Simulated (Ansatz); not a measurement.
# TlSi3: one candidate structure

Where does TlSi3 go from the start given, Ni3Sn (D0_19) type (P6_3/mmc, No. 194)?

Method: DFT PBE, scalar-relativistic, plane waves, PAW, in Ansatz 0.2.0.

1 further run of the same task is left out (it didn't finish).

## Step 1: Starting point

Symmetry: P6_3/mmc, No. 194, hexagonal system. Conventional cell: a = 5.993 Å, b = 5.993 Å, c = 4.810 Å, α = 90.00°, β = 90.00°, γ = 120.00°. Tl (site symmetry -6m2) is surrounded by 12 Si at 2.96 to 3.00 Å. Si (site symmetry mm2) has 4 Tl at 2.96 to 3.00 Å and 8 Si at 2.96 to 3.00 Å as nearest neighbours.

Coordinates:

```
CELL_PARAMETERS angstrom
5.99322 0.00000 0.00000
-2.99661 5.19028 0.00000
0.00000 0.00000 4.81048
ATOMIC_POSITIONS crystal
Tl 0.33333 0.66667 0.25000
Tl 0.66667 0.33333 0.75000
Si 0.83300 0.66600 0.25000
Si 0.16700 0.83300 0.75000
Si 0.33400 0.16700 0.25000
Si 0.16700 0.33400 0.75000
Si 0.83300 0.16700 0.25000
Si 0.66600 0.83300 0.75000
```

(A quick probe on a coarse mesh, which set the mesh and smearing, is not shown.)

## Step 3: Rough relaxation on the coarse mesh

File input.yaml:

```yaml
crystal:
  lattice:
    - [5.9932179425, 0.0, 0.0]
    - [-2.9966089712, 5.1902789886, 0.0]
    - [0.0, 0.0, 4.8104821063]
  atoms:
    - { symbol: Tl, position: [0.3333333333, 0.6666666667, 0.25] }
    - { symbol: Tl, position: [0.6666666667, 0.3333333333, 0.75] }
    - { symbol: Si, position: [0.833, 0.666, 0.25] }
    - { symbol: Si, position: [0.167, 0.833, 0.75] }
    - { symbol: Si, position: [0.334, 0.167, 0.25] }
    - { symbol: Si, position: [0.167, 0.334, 0.75] }
    - { symbol: Si, position: [0.833, 0.167, 0.25] }
    - { symbol: Si, position: [0.666, 0.833, 0.75] }
basis:
  ecutwfc: 420
kpoints:
  mp_grid: { grid: [3, 3, 4] }
hamiltonian:
  xc: pbe
scf:
  occupations: { method: gaussian, width: 0.1 }
  lower_state_search: "off"
output:
  forces: true
  stress: true
  eigenvalues: true
relax:
  adjacent_minimum: "off"
  f_tol: 0.04
  max_steps: 70
  cell: { stress_tol: 0.4 }
```

Run with:

```bash
$ ansatz run input.yaml --threads 1 --pin off --max-ram 2560MiB --backend cpu --events-out ev --progress --plain --runs-dir out
```

The session goes on with these runs: the relaxation; second relaxation, mesh chosen anew.

**Question.** What will these runs give?

The runs gave:

Formation energies count from the elements, computed with the same settings in runs not shown here.

```
                          quantity                                                                       value
                              cell  a = 7.086 Å, b = 7.086 Å, c = 4.062 Å, α = 90.00°, β = 90.00°, γ = 120.00°
                       space group                                                          P6_3/mmc (No. 194)
                            volume                                                               22.08 Å³/atom
                   gap on the mesh                                                                none (metal)
formation energy from the elements                                                              +0.472 eV/atom
```

The space group stayed P6_3/mmc, and from the first guess the volume went from 18.70 to 22.08 Å³/atom. The formation energy of +0.47 eV/atom is positive, so the elements lie lower than this structure; another structure of the compound can lie lower. Spin-orbit coupling is left out for Tl.
